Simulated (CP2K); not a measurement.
NiMoIrPdW in CP2K: the effect of functional

Crystal: NiMoIrPdW.

```xyz
5
Lattice="4.1170 0.0000 0.0000 -2.0585 3.5655 0.0000 0.0000 0.0000 5.4458" Properties=species:S:1:pos:R:3 pbc="T T T"
Ni    0.0000    0.0000    5.2157
Mo    2.0585    1.1885    5.2367
Pd    2.0585    1.1885    2.5211
Ir    0.0000    2.3770    3.9521
W     0.0000    2.3770    1.2875
```

The cell was built by a generator and needn't be a form met in nature.

Alike in all runs:

| Property | Result |
| --- | --- |
| Program | CP2K 2026.2 |
| Task | band structure |
| Potentials or basis | GTH_POTENTIALS Ni GTH-PBE-q18, Pd GTH-PBE-q18, Ir GTH-PBE-q17, W GTH-PBE-q14; POTENTIAL_UZH Mo GTH-PBE-q14; TZVP-MOLOPT-SR-GTH, TZVP-MOLOPT-PBE-GTH basis |
| Density cutoff | 13606 eV |
| k mesh | 8 × 8 × 5 |
| Occupations | fermi-dirac, width 0.05 eV |
| Spin | collinear spin, ferromagnetic start |
| Starting moments | [1.0, 1.0, 0.0, 0.6, 0.0] μB |

```tsv
functional	pressure (GPa)
vdW-DF-cx	?
LDA	-11.6
PBEsol	-7.3
RPBE	3.7
r2SCAN	-4.8
```

Q: What does the run with functional vdW-DF-cx give?

A: Pressure -6.1 GPa.

Caveats: the potentials were made for another functional, which shifts forces and pressure; the basis of atomic orbitals isn't converged, which shifts pressures, moduli and gaps; the total moment is fixed, so each spin has its own Fermi level.

Runs at the PBE level aren't shown here.
